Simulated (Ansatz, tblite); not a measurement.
# The cluster Ge₅H₄+: rung by rung

One table from this session's results is given with a row withheld; the runs are named, their logs left out.

Program: Ansatz 0.2.0, Gaussian basis. Level of theory: as each input shows. These are calculated values, not measurements.

The runs, in order: GFN1-xTB, GFN2-xTB, PBE-D4/def2-TZVP, r2SCAN-D4/def2-TZVP, PBE-QIDH/def2-TZVP, r2SCAN0-D4/def2-TZVP, PBE-D4/def2-SVP, PBE0-D4/def2-SVP, HF/STO-3G, MP2/def2-TZVP, RPA/def2-TZVP.

6 further runs of the same task are left out: 4 that didn't finish, 2 set aside as unsound or not needed. Runs told in other sessions of the task aren't counted.

### The structure

The geometry is that of the doublet, from an earlier relaxation (r2SCAN-D4/def2-SVP). At that level it is the lowest of the isomers that a small search found.

9 atoms, charge 1, spin multiplicity 2.

Bond lengths: Ge1–Ge3 2.466 Å, Ge1–Ge4 2.528 Å, Ge1–Ge5 2.562 Å, Ge1–H6 1.538 Å, Ge2–Ge3 2.470 Å, Ge2–Ge4 2.818 Å, Ge2–Ge5 2.479 Å, Ge2–H8 1.528 Å, Ge2–H9 1.656 Å, Ge4–Ge5 2.492 Å, Ge5–H7 1.522 Å. Angles: Ge3–Ge1–Ge4 100.9°, Ge3–Ge1–Ge5 62.5°, Ge3–Ge1–H6 123.5°, Ge4–Ge1–Ge5 58.6°, Ge4–Ge1–H6 123.0°, Ge5–Ge1–H6 109.9°, Ge3–Ge2–Ge4 93.3°, Ge3–Ge2–Ge5 63.7°, Ge3–Ge2–H8 142.9°, Ge3–Ge2–H9 107.7°, Ge4–Ge2–Ge5 55.7°, Ge4–Ge2–H8 118.2°, Ge4–Ge2–H9 41.1°, Ge5–Ge2–H8 116.9°, Ge5–Ge2–H9 96.1°, H8–Ge2–H9 109.0°, Ge1–Ge3–Ge2 86.3° and more.

As a file:

```tsv
atom	x (Å)	y (Å)	z (Å)
Ge1	1.93934	0.17696	0.02571
Ge2	-1.28642	0.49135	0.97320
Ge3	0.34816	2.06069	-0.00871
Ge4	0.40173	-1.73789	0.62370
Ge5	-0.28563	-0.17808	-1.19404
H6	3.10692	0.03453	-0.96483
H7	-0.99385	-0.49397	-2.50323
H8	-2.78322	0.24303	1.15040
H9	-0.44702	-0.59662	1.89779
```

The ion is computed in the gas phase, without counter-ions or solvent.

PBE0-D4/def2-TZVP was run before; its log isn't repeated, and its numbers join the tables.

Set-up of the first run:

Tight binding, by tblite at 300 K electronic temperature and without a spin-polarisation term:

```python
tblite.interface.Calculator('GFN1-xTB', numbers, positions, charge=1, uhf=1).singlepoint()
```

Tight binding, by tblite at 300 K electronic temperature and without a spin-polarisation term:

```python
tblite.interface.Calculator('GFN2-xTB', numbers, positions, charge=1, uhf=1).singlepoint()
```

start.molden holds the orbitals of an earlier run on this state, given as this run's starting guess.

in.yaml

```yaml
crystal:
  periodic: [false, false, false]
  atoms:
    - {symbol: Ge, position_ang: [1.939338, 0.176962, 0.025707]}
    - {symbol: Ge, position_ang: [-1.286425, 0.491353, 0.973200]}
    - {symbol: Ge, position_ang: [0.348159, 2.060695, -0.008713]}
    - {symbol: Ge, position_ang: [0.401732, -1.737891, 0.623697]}
    - {symbol: Ge, position_ang: [-0.285635, -0.178079, -1.194037]}
    - {symbol: H, position_ang: [3.106919, 0.034532, -0.964829]}
    - {symbol: H, position_ang: [-0.993848, -0.493975, -2.503228]}
    - {symbol: H, position_ang: [-2.783217, 0.243031, 1.150402]}
    - {symbol: H, position_ang: [-0.447022, -0.596618, 1.897791]}
basis:
  gaussian: {orbitals: def2-TZVP, initial_orbitals: start.molden}
total_charge: 1
magnetization: {spin_polarized: true, initial_magnetization: 1}
hamiltonian: {xc: pbe, dispersion: d4}
scf: {omitted_lower_state_checks: [starts]}
output: {orbitals: {seedname: orbitals}}
```

Started as:

```sh
$ ansatz run in.yaml --threads 4 --pin off --events-out ev --progress --plain --max-ram 4787MiB
```

Steps of the session up to this table: PBE-D4/def2-TZVP; r2SCAN-D4/def2-TZVP; PBE-QIDH/def2-TZVP; r2SCAN0-D4/def2-TZVP; PBE-D4/def2-SVP; PBE0-D4/def2-SVP; HF/STO-3G; MP2/def2-TZVP; RPA/def2-TZVP.

One of the session's tables, all rows but one given; the rest of the session is left out.

It belongs to the step «Levels side by side». 

```
               level  HOMO (eV)  LUMO (eV)  gap (eV)
           HF/STO-3G     -10.24      -2.87      7.37
     PBE-D4/def2-SVP          ?          ?         ?
    PBE-D4/def2-TZVP      -9.79      -9.18      0.61
 r2SCAN-D4/def2-TZVP     -10.11      -9.10      1.01
    PBE0-D4/def2-SVP     -10.71      -8.60      2.12
   PBE0-D4/def2-TZVP     -10.66      -8.54      2.13
r2SCAN0-D4/def2-TZVP     -10.90      -8.46      2.44
```

Q: Estimate the row for PBE-D4/def2-SVP from the others.

The run gave: HOMO (eV): -9.82; LUMO (eV): -9.22; gap (eV): 0.60. In the column «HOMO (eV)» it lies between r2SCAN-D4/def2-TZVP (-10.11) and PBE-D4/def2-TZVP (-9.79).
